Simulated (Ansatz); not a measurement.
# TiCo: the cost of one run

Program: Ansatz 0.2.0. Level of theory: DFT PBE, scalar-relativistic, plane waves, PAW. These are calculated values, not measurements.

2 further runs of the same task are left out: 1 that didn't finish, 1 set aside as unsound or not needed.

### Step 1. The system as given

It takes space group Pm-3m (No. 221, cubic). Conventional cell: a = 2.809 Å, b = 2.809 Å, c = 2.809 Å, α = 90.00°, β = 90.00°, γ = 90.00°. Around Ti (site symmetry m-3m) lie 8 Co at 2.43 Å. Co (site symmetry m-3m) has 8 Ti at 2.43 Å as nearest neighbours.

Coordinates:

```cif
data_structure
_symmetry_space_group_name_H-M 'P 1'
_symmetry_Int_Tables_number 1
_cell_length_a 2.8092
_cell_length_b 2.8092
_cell_length_c 2.8092
_cell_angle_alpha 90.000
_cell_angle_beta 90.000
_cell_angle_gamma 90.000
_cell_volume 22.17
loop_
_atom_site_label
_atom_site_type_symbol
_atom_site_fract_x
_atom_site_fract_y
_atom_site_fract_z
_atom_site_occupancy
Ti1 Ti 0.00000 0.00000 0.00000 1
Co1 Co 0.50000 0.50000 0.50000 1
```

A structure generator made this guess: species swapped into a database cell of ZnAg (Pm-3m, No. 221), with Co on the Zn sites and Ti on the Ag sites. The dimensions are guesses.

### Step 2. A first look at the guess

input.yaml reads:

```yaml
crystal:
  lattice:
    - [2.80921252, 0.0, 0.0]
    - [0.0, 2.80921252, 0.0]
    - [0.0, 0.0, 2.80921252]
  atoms:
    - { symbol: Ti, position: [0.0, 0.0, 0.0] }
    - { symbol: Co, position: [0.5, 0.5, 0.5], spin: 3.0 }
basis:
  ecutwfc: 420
kpoints:
  mp_grid: { grid: [6, 6, 6] }
hamiltonian:
  xc: pbe
scf:
  occupations: { method: gaussian, width: 0.1 }
  lower_state_search: "off"
output:
  forces: true
  stress: true
  eigenvalues: true
  populations: true
magnetization:
  spin_polarized: true
```

Command:

```bash
$ ansatz run input.yaml --threads 1 --pin off --max-ram 2560MiB --backend cpu --events-out ev --progress --plain --runs-dir out
```

Q: Estimate wall time and peak memory on 1 thread of Intel Xeon at 2.70GHz, shared host.

About 4.9 s, with a peak of 0.32 GiB.
